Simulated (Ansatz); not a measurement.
# (ClMg-mu-F)2 (Mg₂Cl₂F₂): geometry, orbitals and charge

Aim: characterise (ClMg-mu-F)2 (Mg₂Cl₂F₂) as a singlet: its structure, frontier levels and distribution of charge.

Computed with Ansatz 0.2.0, Gaussian basis. Level: RKS PBE0-D4/def2-TZVP.

Levels to be run: relaxation at r2SCAN-D4/def2-SVP; a search for the lowest solution at PBE0-D4/def2-SVP; a single point at PBE0-D4/def2-TZVP.

## Step 1: Where the work starts

6 atoms, charge 0, spin multiplicity 1.

Atoms are counted from 1 here; the program's logs count them from 0.

Bond lengths: Mg1–Cl2 2.109 Å, Mg1–F3 1.881 Å, Mg1–F6 1.880 Å, F3–Mg4 1.880 Å, Mg4–Cl5 2.111 Å, Mg4–F6 1.881 Å. Angles: Cl2–Mg1–F3 139.4°, Cl2–Mg1–F6 139.3°, F3–Mg1–F6 81.2°, Mg1–F3–Mg4 98.8°, F3–Mg4–Cl5 139.6°, F3–Mg4–F6 81.2°, Cl5–Mg4–F6 139.2°, Mg1–F6–Mg4 98.8°.

The start is a GFN2-xTB geometry.

## Step 2: Optimising with r2SCAN-D4/def2-SVP

Contents of in.yaml:

```yaml
crystal:
  periodic: [false, false, false]
  atoms:
    - {symbol: Mg, position_ang: [1.120080, -0.142580, 0.874700]}
    - {symbol: Cl, position_ang: [2.770140, -0.268480, 2.182860]}
    - {symbol: F, position_ang: [0.761150, 0.158560, -0.946530]}
    - {symbol: Mg, position_ang: [-1.117280, 0.123590, -0.879740]}
    - {symbol: Cl, position_ang: [-2.775870, 0.305690, -2.173360]}
    - {symbol: F, position_ang: [-0.758220, -0.176780, 0.942070]}
basis:
  gaussian: {orbitals: def2-SVP}
hamiltonian: {xc: r2scan, dispersion: d4}
scf: {omitted_lower_state_checks: [starts]}
output: {orbitals: {seedname: orbitals}}
relax: {f_tol: 0.02, max_steps: 100}
```

On the command line:

```
> ansatz run in.yaml --threads 4 --pin off --events-out ev --progress --plain --max-ram 3916MiB
```

The runs that follow: Searching for the lowest solution, PBE0-D4/def2-SVP; Single point, PBE0-D4/def2-TZVP.

Before running them: what should the planned runs give, taken together? Wanted: point group; commonest bond; HOMO, LUMO at PBE0-D4/def2-TZVP; dipole at r2SCAN-D4/def2-SVP.

The runs gave:

| quantity | value |
| --- | --- |
| point group | D2h |
| commonest bond | F–Mg, 4 of mean length 1.906 Å |
| HOMO, LUMO at PBE0-D4/def2-TZVP | -8.71, -1.99 eV |
| dipole at r2SCAN-D4/def2-SVP | 0.03 D |

In words: The molecule keeps its bonding pattern by the stored test; the atoms moved 0.07 Å (rms). No usable vibrations, so a minimum isn't proven. The HOMO lies nearest to Cl2, Cl5 about 48 % each and the LUMO to Mg1, Mg4 about 25 % each; F3, F6 about 18 % each.
